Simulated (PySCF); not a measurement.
**A diatomic session: BeH**

One table from this session's results is given with a row withheld; the runs are named, their logs left out.

Computed with PySCF 2.14.0. Level: Be def2-TZVPP, H def2-TZVPP, no relativity.

Set-up of the first run:

Settings of the job:

```yaml
atoms: Be, H
charge: 0
basis: Be def2-TZVPP, H def2-TZVPP
Hamiltonian: no relativity
basis_functions: 33
electrons_treated: 5
masses_in_u: 9.0122, 1.0078
levels: PBE0, PBE, r²SCAN, M06, BLYP, M06-2X, BHandHLYP, ωB97X-V, HF, MP2, SCS-MP2, CCSD, CCSD(T)
grid: 80 radial by 434 angular points
occupations: held fixed by the projection of orbital angular momentum
dissociation_limit: Be + H, each in its ground configuration
starting_distance_in_angstrom: 1.280
values_of_2S_to_try: 1, 3
```

Started as:

```console
$ OMP_NUM_THREADS=1 python dia.py task.json out
```

Among the steps run: Input; PBE0 along the bond; Excited determinants; PBE (GGA); r²SCAN (meta-GGA); M06; BLYP (GGA); M06-2X; BHandHLYP (global hybrid GGA); ωB97X-V (range-separated hybrid); UHF; MP2 and coupled cluster.

One table of the session follows, with a row left open; its other results are not shown here.

```
      level  Re (Å)  ωe (cm⁻¹)  De (eV)
        UHF   1.347       2108     2.15
    UHF-MP2   1.341       2093     2.28
UHF-SCS-MP2   1.342       2088     2.28
   UHF-CCSD   1.349       2034     2.06
UHF-CCSD(T)   1.350       2028     2.07
        PBE   1.362       1974     2.37
       BLYP       ?          ?        ?
     r²SCAN   1.357       2009     2.57
       PBE0   1.356       2023     2.38
  BHandHLYP   1.340       2085     2.45
     M06-2X   1.348       2058     2.27
    ωB97X-V   1.353       2045     2.35
```

Q: Estimate the row for BLYP from the others.

As computed: Re (Å): 1.352; ωe (cm⁻¹): 1996; De (eV): 2.42. In the column «Re (Å)» it lies between UHF-CCSD(T) (1.350) and ωB97X-V (1.353).
